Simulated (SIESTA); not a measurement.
Crystal: In3Pt5.

```
Pt In
1.0
     4.11627    0.00000    0.00000
    -2.05813    3.56479    0.00000
     0.00000    0.00000   11.09572
Pt In
5 3
Direct
  0.00000 0.00000 0.00000
  0.33333 0.66667 0.87916
  0.33333 0.66667 0.37322
  0.33333 0.66667 0.62678
  0.33333 0.66667 0.12084
  0.66667 0.33333 0.76521
  0.66667 0.33333 0.23479
  0.00000 0.00000 0.50000
```

The cell comes from a database or a generator and needn't be the stable form of this composition.

Base run:

- Program: SIESTA 5.4.2
- Functional: PBE
- Potentials or basis: PseudoDojo 0.4 standard (PBE files)
- Basis: DZP (energy shift 0.003 Ry; two zetas on semicore shells)
- Grid cutoff: 800 Ry
- Energy shift: 0.003 Ry
- k mesh: 8 × 8 × 3
- Occupations: fermi-dirac, width 0.05 eV
- Spin: no spin polarisation

Its results: band gap on the k mesh none (metal or under the smearing width); pressure 1.8 GPa; largest force 0.072 eV/Å.

Task: The run is repeated on the same cell with these changes: functional from PBE to PBEsol; potentials or basis from PseudoDojo 0.4 standard (PBE files) to PseudoDojo 0.4 standard (PBEsol files). What comes out?

Result: Band gap on the k mesh none (metal or under the smearing width); pressure -4.3 GPa; largest force 0.062 eV/Å.

Caveats: short orbitals over semicore shells can move pressures by several GPa; the basis of atomic orbitals isn't converged, which shifts pressures, moduli and gaps.

Not every run made on this cell is shown here.
